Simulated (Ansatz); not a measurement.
# C2H7GaS: up Jacob's ladder to CCSD(T)

How much do the methods differ for C2H7GaS? The plan is to run it at one geometry with functionals of several rungs and with coupled cluster, and see how far each lands from CCSD(T) at the basis-set limit for the atomisation energy.

Computed with Ansatz 0.2.0, Gaussian basis. Level: functionals in def2-TZVPP, the program's frozen cores in correlated methods.

The runs, in order: LDA (SPW92), PBE-D4, revPBE-D4, BLYP-D4, r2SCAN-D4, B97M-V, PBE0-D4, B3LYP-D4, r2SCANh-D4, r2SCAN0-D4, HSE06-D4, BHLYP-D4, CAM-B3LYP-D4, LC-ωPBE, ωB97X-V, ωB97M-V, B2PLYP, PBE-QIDH; CCSD(T)/def2-SVP; CCSD(T)/def2-TZVPP; MP2/def2-QZVPP; extrapolation to the limit; RPA on PBE.

## Step 1: Structure used throughout

An earlier PBE0-D4 in a triple-zeta def2 set relaxation fixed the geometry.

SMILES `[CH3][GaH][CH2]S`, 11 atoms, charge 0, spin multiplicity 1.

Atoms are counted from 1 here; the program's logs count them from 0.

Bond lengths: C1–Ga2 1.965 Å, C1–H5 1.094 Å, C1–H6 1.091 Å, C1–H7 1.091 Å, Ga2–C3 1.977 Å, Ga2–H8 1.572 Å, C3–S4 1.839 Å, C3–H9 1.087 Å, C3–H10 1.090 Å, S4–H11 1.344 Å. Angles: Ga2–C1–H5 109.8°, Ga2–C1–H6 111.3°, Ga2–C1–H7 111.3°, H5–C1–H6 108.0°, H5–C1–H7 107.6°, H6–C1–H7 108.8°, C1–Ga2–C3 119.1°, C1–Ga2–H8 125.0°, C3–Ga2–H8 115.7°, Ga2–C3–S4 88.7°, Ga2–C3–H9 123.9°, Ga2–C3–H10 114.8°, S4–C3–H9 110.7°, S4–C3–H10 105.2°, H9–C3–H10 109.9°, C3–S4–H11 97.3°.

Coordinates:

```xyz
11
charge 0, multiplicity 1
C    -1.1499    1.4943   -0.3969
Ga    0.4373    0.3400   -0.4940
C     0.8696   -0.8298    1.0407
S    -0.0920   -2.1734    0.2333
H    -0.8432    2.5319   -0.2365
H    -1.8007    1.2033    0.4293
H    -1.7229    1.4597   -1.3249
H     1.3554    0.1738   -1.7591
H     1.8737   -1.1683    1.2811
H     0.3258   -0.6012    1.9568
H     0.8124   -2.4873   -0.7095
```

## Step 2: LDA

This LDA is Slater exchange with PW92 correlation.

in.yaml reads:

```yaml
crystal:
  periodic: [false, false, false]
  atoms:
    - {symbol: C, position_ang: [-1.149922, 1.494340, -0.396887]}
    - {symbol: Ga, position_ang: [0.437267, 0.339985, -0.493974]}
    - {symbol: C, position_ang: [0.869580, -0.829784, 1.040707]}
    - {symbol: S, position_ang: [-0.092039, -2.173390, 0.233315]}
    - {symbol: H, position_ang: [-0.843215, 2.531896, -0.236476]}
    - {symbol: H, position_ang: [-1.800726, 1.203311, 0.429340]}
    - {symbol: H, position_ang: [-1.722934, 1.459712, -1.324880]}
    - {symbol: H, position_ang: [1.355446, 0.173801, -1.759081]}
    - {symbol: H, position_ang: [1.873738, -1.168350, 1.281076]}
    - {symbol: H, position_ang: [0.325833, -0.601245, 1.956838]}
    - {symbol: H, position_ang: [0.812370, -2.487278, -0.709476]}
basis:
  gaussian: {orbitals: def2-TZVPP}
hamiltonian: {xc: lda}
output: {orbitals: {seedname: orbitals}}
```

After this run come: PBE-D4 (GGA); revPBE-D4 (GGA); BLYP-D4 (GGA); r2SCAN-D4 (meta-GGA); B97M-V (meta-GGA); PBE0-D4 (hybrid); B3LYP-D4 (hybrid); r2SCANh-D4 (hybrid); r2SCAN0-D4 (hybrid); HSE06-D4 (hybrid); BHLYP-D4 (hybrid); CAM-B3LYP-D4 (range-separated); LC-ωPBE (range-separated); ωB97X-V (range-separated); ωB97M-V (range-separated); B2PLYP (double hybrid); PBE-QIDH (double hybrid); CCSD(T) in def2-SVP; CCSD(T) in def2-TZVPP; MP2 in def2-QZVPP; RPA on PBE orbitals.

Q: Predict the results of all the runs planned. Wanted: atomisation energy, CCSD(T)/CBS; farthest beyond LDA; mean size of error, GGA; mean size of error, meta-GGA; mean size of error, hybrid; mean size of error, range-separated; mean size of error, double hybrid; gap, smallest and largest; T1 diagnostic.

As calculated:

| quantity | value |
| --- | --- |
| atomisation energy, CCSD(T)/CBS | 37.524 eV |
| functionals within 0.375 eV (1.0 %) | PBE-D4, r2SCAN-D4, B97M-V, PBE0-D4, B3LYP-D4, r2SCANh-D4, r2SCAN0-D4, HSE06-D4, CAM-B3LYP-D4, LC-ωPBE, ωB97X-V, ωB97M-V, PBE-QIDH |
| farthest beyond LDA | BHLYP-D4 (-1.065 eV) |
| mean size of error, GGA | 0.464 eV |
| mean size of error, meta-GGA | 0.068 eV |
| mean size of error, hybrid | 0.320 eV |
| mean size of error, range-separated | 0.130 eV |
| mean size of error, double hybrid | 0.421 eV |
| gap, smallest and largest | 4.31 eV (LDA (SPW92)), 10.93 eV (LC-ωPBE) |
| T1 diagnostic | 0.0122 |
| triples share of the correlation energy | 4.1 % |

In words: LDA overbinds by 4.961 eV (13 %). PBE-D4 is off by +0.297 eV. Double hybrids carry the basis error of their MP2 part in triple zeta, and no dispersion term here, so their miss is partly the set-up's. The rungs meta-GGA, range-separated, hybrid miss on average by less than the doubt on the reference (0.375 eV), so they tie. Misses under about 0.375 eV are within the doubt on the reference itself, which lacks core-valence correlation, relativity and higher excitations, and its outer-core shells are covered unevenly. Hartree-Fock recovers 73 % of the binding; the rest is correlation. CCSD(T) in def2-SVP is off by -2.086 eV, more than most functionals: a good method in a small basis is no reference. The gap grows from 4.3 to 10.9 eV across the functionals, mostly with the share of exact exchange. Correlated methods include outer-core shells of Ga, which these sets cover unevenly.
